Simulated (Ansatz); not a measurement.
2 structures of NbH, a ranking of polymorphs by energy

With Ansatz's Python interface.

Run as a notebook:

In [1]:
```python
from dataclasses import dataclass

import ansatz
import numpy as np
import spglib
```

In [2]:
```python
@dataclass
class RunConfig:
    xc: str = "LDA"
    scf_tol: float = 1e-09
    cutoff_ev: int = 520
    kspacing: float = 0.14
    smearing: str = "fermi_dirac"
    sigma: float = 0.05
```

In [3]:
```python
settings = RunConfig()
```

In [4]:
```python
PHASES = {
    "Cmme": (
        [(1.84536657, -2.39320053, 0.0), (1.84536657, 2.39320053, 0.0), (0.0, 0.0, 4.80422915)],
        [
            ("Nb", (0.75, 0.25, 0.26883888)),
            ("Nb", (0.25, 0.75, 0.73116112)),
            ("H", (0.25, 0.25, 0.0)),
            ("H", (0.75, 0.75, 0.0)),
        ],
    ),
    "I4/mmm": (
        [(-1.606964, 1.606964, 1.984301), (1.606964, -1.606964, 1.984301), (1.606964, 1.606964, -1.984301)],
        [
            ("Nb", (0.0, 0.0, 0.0)),
            ("H", (0.5, 0.5, 0.0)),
        ],
    ),
}
```

In [5]:
```python
def build(vectors, sites):
    crystal = ansatz.Crystal(lattice=ansatz.Lattice.of(vectors))
    for symbol, position in sites:
        crystal = crystal.atom(symbol, position)
    return crystal
```

In [6]:
```python
def solve(name, crystal):
    calc = (
        crystal.calculation()
        .functional(settings.xc)
        .scf(tolerance=settings.scf_tol)
        .basis(settings.cutoff_ev)
        .kpoints(spacing=settings.kspacing)
        .occupations(settings.smearing, width=settings.sigma)
        .stress()
        .band_table()
    )
    return calc.run(threads=1)
```

In [7]:
```python
def pressure_gpa(outcome):
    return float(np.trace(outcome.report["stress_gpa"]) / 3)
```

In [8]:
```python
def space_group(outcome):
    sites = outcome.report["lattice"]["sites"]
    kinds = sorted({site["symbol"] for site in sites})
    cell = (outcome.lattice.cell_ang, [site["position_frac"] for site in sites], [kinds.index(site["symbol"]) for site in sites])
    return spglib.get_spacegroup(cell, symprec=0.01)


def volume_per_atom(outcome):
    return abs(np.linalg.det(outcome.lattice.cell_ang)) / len(outcome.lattice.sites)
```

In [9]:
```python
phases = {name: build(*cell) for name, cell in PHASES.items()}
```

In [10]:
```python
done = {}
for name, crystal in phases.items():
    try:
        done[name] = solve(name, crystal)
    except ansatz.NonConvergedError as error:
        print(name, "did not converge:", str(error)[:120])

energy = {name: o.report["energy_sigma0_ev"] / len(o.lattice.sites) for name, o in done.items()}
lowest = min(energy.values())
rows = [(name, len(o.lattice.sites), 1000 * (energy[name] - lowest), pressure_gpa(o), space_group(o), volume_per_atom(o)) for name, o in done.items()]
rows.sort(key=lambda row: row[2])
print("     phase       atoms  dE (meV/atom)     P (GPa)  space group  V (A^3/atom)")
for row in rows:
    print(f"{str(row[0]):>10}  {row[1]:10d}  {row[2]:13.1f}  {row[3]:10.2f}  {str(row[4]):>11}  {row[5]:12.3f}")
print("lowest in energy:", rows[0][0])
```
```text
DeckWarning: output.stress: scf.convergence.dr2_threshold = 1e-9 eV is looser than the 4e-10 eV advised for a printed stress (1e-10 eV for each atom of the cell: 4). What an SCF threshold leaves in a stress goes as its square root, and in the free energy as [...]
DeckWarning: output.stress: scf.convergence.dr2_threshold = 1e-9 eV is looser than the 2e-10 eV advised for a printed stress (1e-10 eV for each atom of the cell: 2). What an SCF threshold leaves in a stress goes as its square root, and in the free energy as [...]
     phase       atoms  dE (meV/atom)     P (GPa)  space group  V (A^3/atom)
      Cmme           4            0.0       -9.98    Cmme (67)        10.609
    I4/mmm           2           22.4      -10.92  I4/mmm (139)        10.248
lowest in energy: Cmme
```

By space group at the end of each run: Cmme (+0 meV an atom, 10.6 Å³) and I4/mmm (+22 meV an atom, 10.2 Å³).

What to keep in mind:
- The run is spin-unpolarised.
- Pressure is positive in compression.
- The cells come from databases of deposited and of computed structures, and not all need be stable phases.
- Warnings are shown shortened and without file and line.
- The ranking holds among these structures alone, at zero temperature; the ground state may be another structure. Differences under 10 to 15 meV an atom lie within the error of mesh and functional.
- Finished in 23 s on 1 thread of Arm Neoverse V2, on a shared host, peak memory 0.67 GiB.
